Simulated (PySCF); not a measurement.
**SrCl at other levels of theory**

Aim: see what other levels and later steps give for SrCl.

Program: PySCF 2.14.0. Level of theory: method and basis as typed in the scripts. These are calculated values, not measurements.

1 further run of the same task is left out (for a known fault of the program).

**1. The system as given**

SrCl: 2 atoms, charge 0, spin multiplicity 2.

Bond lengths: Sr1–Cl2 2.367 Å.

**2. Base script**

input.py reads:

```python
from pyscf import gto, dft

mol = gto.M(
    atom='Sr 0 0 0; Cl 0 0 2.367',
    basis='def2-svp',
    ecp={'Sr': 'def2-svp'},
    charge=0,
    spin=1,
    verbose=4,
)
mf = dft.UKS(mol, xc='wb97')
mf.kernel()
g = mf.nuc_grad_method()
g.grid_response = True
g.kernel()
mf.dip_moment()
print('orbital energies (hartree):', [e[max(0, n-3):n+3].round(4) for e, n in zip(mf.mo_energy, mol.nelec)])
```

Launch:

```
OMP_NUM_THREADS=1 python input.py
```

**3. M062x**

Variant 1 changes functional: wb97 → m062x.

Edit input.py of step 2 so:

```diff
@@ -10,3 +10,3 @@
 )
-mf = dft.UKS(mol, xc='wb97')
+mf = dft.UKS(mol, xc='m062x')
 mf.kernel()
```

**4. Mn15l**

Variant 2 changes functional: wb97 → mn15l.

Edit input.py of step 2 so:

```diff
@@ -10,3 +10,3 @@
 )
-mf = dft.UKS(mol, xc='wb97')
+mf = dft.UKS(mol, xc='mn15l')
 mf.kernel()
```

**5. SCF alone**

Variant 3 changes step after the SCF: gradient → none.

Edit input.py of step 2 so:

```diff
@@ -12,5 +12,2 @@
 mf.kernel()
-g = mf.nuc_grad_method()
-g.grid_response = True
-g.kernel()
 mf.dip_moment()
```

**6. Pbe0**

Variant 4 changes functional: wb97 → pbe0.

Edit input.py of step 2 so:

```diff
@@ -10,3 +10,3 @@
 )
-mf = dft.UKS(mol, xc='wb97')
+mf = dft.UKS(mol, xc='pbe0')
 mf.kernel()
```

Before running it: what results should come out? Wanted: for each run, E(SCF); from base; gap, α spin; SCF dipole.

**Answer**, as computed:

| run | E(SCF) (hartree) | from base (eV) | cycles | gap, α spin (eV) | SCF dipole (D) |
| --- | --- | --- | --- | --- | --- |
| base | -490.803418 | 0 | 12 | 5.71 | 3.34 |
| m062x | -490.734843 | not comparable | 13 | 4.24 | 3.79 |
| mn15l | -490.642287 | not comparable | 11 | 1.82 | 3.81 |
| SCF alone | -490.803418 | 0.0000 | 12 | 5.71 | 3.34 |
| pbe0 | -490.656622 | not comparable | 12 | 2.85 | 3.61 |

What this shows: The α-spin gap between the frontier levels is 1.8 eV with mn15l (0 % exact exchange) and 4.2 eV with m062x (54 %): exact exchange opens it. Total energies of different functionals can't be compared with each other; differences within one functional can.
